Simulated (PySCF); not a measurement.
**A diatomic session: BeGe+**

One table from this session's results is given with a row withheld; the runs are named, their logs left out.

Method: Be 6-31G(d,p), Ge 6-31G(d,p), no relativity; program: PySCF 2.14.0.

The first run:

The job is set up so:

```
atoms                         : Be, Ge
charge                        : 1
basis                         : Be 6-31G(d,p), Ge 6-31G(d,p)
Hamiltonian                   : no relativity
basis functions               : 46
electrons treated             : 35
masses in u                   : 9.0122, 73.9212
levels                        : PBE0, PBE, r²SCAN, MN15, BHandHLYP, LC-ωPBE, HF, MP2, SCS-MP2, CCSD, CCSD(T)
grid                          : 80 radial by 434 angular points
occupations                   : held fixed by the projection of orbital angular momentum
dissociation limit            : Be + Ge+, each in its ground configuration
starting distance in angstrom : 2.220
values of 2S to try           : 1, 3
```

Run with:

```bash
OMP_NUM_THREADS=1 python dia.py task.json out
```

Steps of the session up to this table: Input; The PBE0 curve of the state that the search chose; Other states along the same grid; PBE; r²SCAN (meta-GGA); MN15 (hybrid meta-GGA); BHandHLYP (global hybrid GGA); LC-ωPBE; UHF; Adding correlation.

One of the session's tables, all rows but one given; the rest of the session is left out.

It belongs to the step «The curves together». Energy (eV) from each level's lowest point:

| R (Å) | UHF | UHF-MP2 | UHF-SCS-MP2 | UHF-CCSD | UHF-CCSD(T) |
| --- | --- | --- | --- | --- | --- |
| 2.036 | 0.543 | 0.408 | 0.434 | n/a | n/a |
| 2.130 | 0.281 | 0.170 | 0.193 | 0.225 | 0.213 |
| 2.225 | 0.125 | 0.049 | 0.065 | 0.084 | 0.075 |
| 2.296 | 0.055 | 0.009 | 0.018 | 0.027 | 0.021 |
| 2.367 | 0.016 | 0.000 | 0.000 | 0.001 | 0.000 |
| 2.438 | ? | ? | ? | ? | ? |
| 2.533 | 0.005 | 0.054 | 0.035 | 0.026 | 0.035 |
| 2.651 | 0.043 | 0.132 | 0.099 | 0.090 | 0.105 |
| 2.793 | 0.116 | 0.247 | 0.200 | 0.193 | 0.215 |
| 2.982 | 0.240 | 0.414 | 0.353 | n/a | n/a |

**Question.** Estimate the row for R (Å) = 2.438.

Worked estimate for «UHF». A straight line through the neighbours (2.367, 0.016) and (2.533, 0.005) gives 0.016 + (0.005 − 0.016) × (2.438 − 2.367) / (2.533 − 2.367) = 0.011; a parabola fitted to 4 rows on both sides gives 0.001.

**Answer.** UHF: 0.000; UHF-MP2: 0.013; UHF-SCS-MP2: 0.004; UHF-CCSD: 0.000; UHF-CCSD(T): 0.003. In «UHF» the line misses by +0.011 and the parabola by +0.001.

State 2 has its PBE0 minimum 0.77 eV higher. The other levels ran on the lowest alone.
